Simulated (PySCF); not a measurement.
# InF: from the state search to spectroscopic constants

One job finds the state of InF, follows it along the bond with each method and fits the curves.

Program: PySCF 2.14.0. Level of theory: In x2c-SVPall, F x2c-SVPall, spin-free X2C with a Gaussian nucleus. These are calculated values, not measurements.

## 1. The job

A driver script around PySCF takes these settings:

```json
{
 "atoms": "In, F",
 "charge": "0",
 "basis": "In x2c-SVPall, F x2c-SVPall",
 "Hamiltonian": "spin-free X2C with a Gaussian nucleus",
 "basis functions": "50",
 "electrons treated": "58",
 "masses in u": "114.9039, 18.9984",
 "levels": "PBE0, PBE, r²SCAN, LDA, r²SCAN0, M06-2X, HF, MP2, SCS-MP2, CCSD, CCSD(T)",
 "grid": "80 radial by 434 angular points",
 "occupations": "held fixed by the projection of orbital angular momentum",
 "dissociation limit": "In + F, each in its ground configuration",
 "starting distance in angstrom": "2.005",
 "values of 2S to try": "0, 2"
}
```

Started as:

```console
$ OMP_NUM_THREADS=1 python dia.py task.json out
```

The runs that follow: The PBE0 curve of the state that the search chose; Other states along the same grid; PBE (GGA); r²SCAN; LDA; r²SCAN0; M06-2X; RHF; MP2 and coupled cluster.

Before running it: what results should come out? Wanted: for each run, Re; ωe; De; μ.

As calculated:

Lowest PBE0 solution found, without spin–orbit coupling: ¹Σ⁺ (singlet), closed shell. State 2 has its PBE0 minimum 3.72 eV higher. The other levels ran on the lowest alone.

| level | Re (Å) | ωe (cm⁻¹) | De (eV) | μ (D) |
| --- | --- | --- | --- | --- |
| RHF | 1.977 | 592 | 3.57 | -3.00 |
| RHF-MP2 | 1.983 | 591 | 5.39 | n/a |
| RHF-SCS-MP2 | 1.986 | 587 | 5.22 | n/a |
| RHF-CCSD | 1.986 | 586 | 4.99 | n/a |
| RHF-CCSD(T) | 1.988 | 583 | 5.07 | n/a |
| LDA | 1.968 | 594 | 6.57 | -2.40 |
| PBE | 2.002 | 558 | 5.77 | -2.53 |
| r²SCAN | 1.984 | 581 | 5.51 | -2.59 |
| PBE0 | 1.983 | 581 | 5.35 | -2.75 |
| r²SCAN0 | 1.973 | 594 | 5.17 | -2.76 |
| M06-2X | 1.984 | 585 | 5.23 | -3.05 |

De is counted to In + F in their ground configurations. A positive dipole means In(−)F(+).

Differences from CCSD(T) in the same basis:

| level | Re (mÅ) | ωe (%) |
| --- | --- | --- |
| RHF | -11 | +1.5 |
| RHF-MP2 | -4 | +1.3 |
| RHF-SCS-MP2 | -2 | +0.6 |
| RHF-CCSD | -2 | +0.5 |
| LDA | -19 | +1.8 |
| PBE | +15 | -4.3 |
| r²SCAN | -4 | -0.4 |
| PBE0 | -4 | -0.3 |
| r²SCAN0 | -15 | +1.8 |
| M06-2X | -4 | +0.4 |

Against CCSD(T) in the same basis, the bond length is nearest at RHF-SCS-MP2 and RHF-CCSD (-2 mÅ) and farthest at LDA (-19 mÅ); the wavenumber is nearest at PBE0 (-0.3 %) and farthest at PBE (-4.3 %). Hartree–Fock falls on the short and stiff side, its usual fault. PBE has the long and soft bond that GGAs tend to give. CCSD(T) in a basis this small is itself some way from its limit, more so than the functionals. Among the levels with a De in the table, it runs from 3.57 eV (RHF) to 6.57 eV (LDA).

Correlated steps freeze 19 core orbitals. These are scalar-relativistic numbers at best; spin–orbit coupling would shift them, the dissociation energy most.
